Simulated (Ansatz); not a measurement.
# GaC+ (triplet): the correlation ladder, cc-pVDZ

An exercise on one series of results from a longer session: the logs are not shown, and one member is left open.

Computed with Ansatz 0.2.0, Gaussian basis. Level: cc-pVDZ, core rule «outside noble gas», up to 15 orbitals frozen.

Plan: UHF; CCSD(T) on ROHF; CCSD(T) on UHF; BCCD(T) on ROHF; CISD; CCSDT(Q) on ROHF; CCSDT(Q) on UHF; CISDTQ; CASSCF and MRCISD+Q, 6 electrons in 8 orbitals; CASSCF and NEVPT2, 6 electrons in 8 orbitals; Full CI.

6 further runs of the same task are left out: 2 that didn't finish, 4 set aside as unsound or not needed.

**The system**

The geometry is a PBE0/def2-TZVP stationary point (not a proven minimum) of the parent state, kept for this charge and spin. No spin-orbit coupling is included. The filled d shell of Ga may be among the frozen orbitals whatever the setting's name suggests; the logs give the count.

2 atoms, charge 1, spin multiplicity 3.

Atoms are counted from 1 here; the program's logs count them from 0.

Bond lengths: C1–Ga2 2.033 Å.

As a file:

```xyz
2
CGa
C     0.0000    0.0000    0.0000
Ga    0.0000    0.0000    2.0328
```

The first run:

in.yaml reads:

```yaml
crystal:
  periodic: [false, false, false]
  atoms:
    - {symbol: C, position_ang: [0.000000, 0.000000, 0.000000]}
    - {symbol: Ga, position_ang: [0.000000, 0.000000, 2.032800]}
basis:
  gaussian: {orbitals: cc-pVDZ}
total_charge: 1
magnetization: {spin_polarized: true, initial_magnetization: 2}
hamiltonian: {xc: hf}
output: {orbitals: {seedname: orbitals}}
```

Started as:

```console
> ansatz run in.yaml --threads 1 --pin off --events-out ev --progress --plain --max-ram 2393MiB
```

Among the steps run: UHF; CCSD(T) on ROHF; CCSD(T) on UHF; BCCD(T) on ROHF; CISD; CCSDT(Q) on ROHF; CCSDT(Q) on UHF; CISDTQ; CASSCF and MRCISD+Q, 6 electrons in 8 orbitals; CASSCF and NEVPT2, 6 electrons in 8 orbitals; Full CI.

One table of the session follows, with a row left open; its other results are not shown here.

It belongs to the step «Misses and costs». 

```
          method  from FCI (meV)
            ROHF         +3998.7
             UHF         +3372.6
            RMP2         +1248.6
            UMP2         +1189.9
           RCCSD          +214.2
           UCCSD          +242.2
        RCCSD(T)           +62.9
        UCCSD(T)           +94.9
         BCCD(T)           +70.6
          RCCSDT            +7.7
          UCCSDT           +12.9
       RCCSDT(Q)            -0.5
       UCCSDT(Q)            +0.2
  CASSCF valence               ?
  NEVPT2 valence          +361.5
  MRCISD valence           +53.1
MRCISD+Q valence            -3.7
             FCI               0
```

Estimate the missing values for CASSCF valence.

As computed: from FCI (meV): +1713.6. In the column «from FCI (meV)» it lies between RMP2 (+1248.6) and UHF (+3372.6).

Not comparable, so not listed: CISD; CISDTQ (they don't share determinant, frozen orbitals or solution with the rows shown, or repeat one).

Caveats from the session: The determinant is far from a pure spin state, so its energy mixes those of several spin states (harmless only where they are near-degenerate, as at dissociation). MRCISD+Q valence falls below full CI: the +Q correction isn't variational, and the cores differ from full CI's. Levels on UHF freeze UHF's core orbitals, full CI those of ROHF, so the U rows can settle a little off it for that reason alone. Restricted and unrestricted rows rest on different reference determinants; where their highest levels disagree by more than a few hundredths of an eV, they describe different states and don't form one ladder.
